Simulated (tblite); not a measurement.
# C8H13OP: the cost of one run

Computed with tblite 0.8.0 and PySCF 2.14.0, with density-fitted response routines of our own, on a single molecule in the gas phase. Atoms are numbered from 0 throughout.

## (1) The starting structure

23 atoms, charge 0, multiplicity 1; geometry from: force field or distance geometry start.

Bonds of the start (Å): C0–C1 1.50, C1–C2 1.49, C2–C3 1.38, C3–O4 1.25, O4–C5 1.24, C5–C6 1.49, C6–C7 1.51, C6–C8 1.50, C5–P9 1.88, P9–C2 1.87, C0–H10 1.09, C0–H11 1.13, C0–H12 1.12, C1–H13 1.11, C1–H14 1.14, C3–H15 1.11, C6–H16 1.12, C7–H17 1.12, C7–H18 1.11, C7–H19 1.12, C8–H20 1.13, C8–H21 1.09, C8–H22 1.13.

## (2) Geometry optimisation with GFN2-xTB

The job: settings as JSON, then the geometry in Å.

```
{"job": {"kind": "relax", "xc": "GFN2-xTB", "basis": "xTB"}, "charge": 0, "multiplicity": 1}
C     -3.895900     0.408600     0.611700
C     -3.027700    -0.796200     0.806000
C     -1.616600    -0.594800     0.359700
C     -1.116900    -0.830700    -0.901900
O      0.093000    -0.605800    -1.107800
C      0.923700    -0.153200    -0.300400
C      2.367100     0.132200    -0.553600
C      3.288400    -0.636600     0.370800
C      2.634300     1.595200    -0.336100
P     -0.113200     0.052800     1.259200
H     -3.345500     1.350200     0.622700
H     -4.757900     0.386400     1.348800
H     -4.437300     0.391400    -0.371300
H     -3.508300    -1.643400     0.273900
H     -3.037100    -1.118900     1.895600
H     -1.808100    -1.243800    -1.669300
H      2.647000    -0.116400    -1.611200
H      3.138400    -1.743700     0.307900
H      3.201900    -0.247800     1.407700
H      4.334000    -0.414800     0.039000
H      1.745700     2.195100    -0.702300
H      3.478400     1.902100    -0.960400
H      2.807900     1.759300     0.767200
```

Run with:

```bash
$ OMP_NUM_THREADS=1 python probes_run.py task.json out
```

One launch serves the whole session: the jobs run in the order shown.

**Question.** How long does this first job take on 1 thread of Intel Xeon Platinum 8375C at 2.90GHz, shared host?

About 1.5 s.
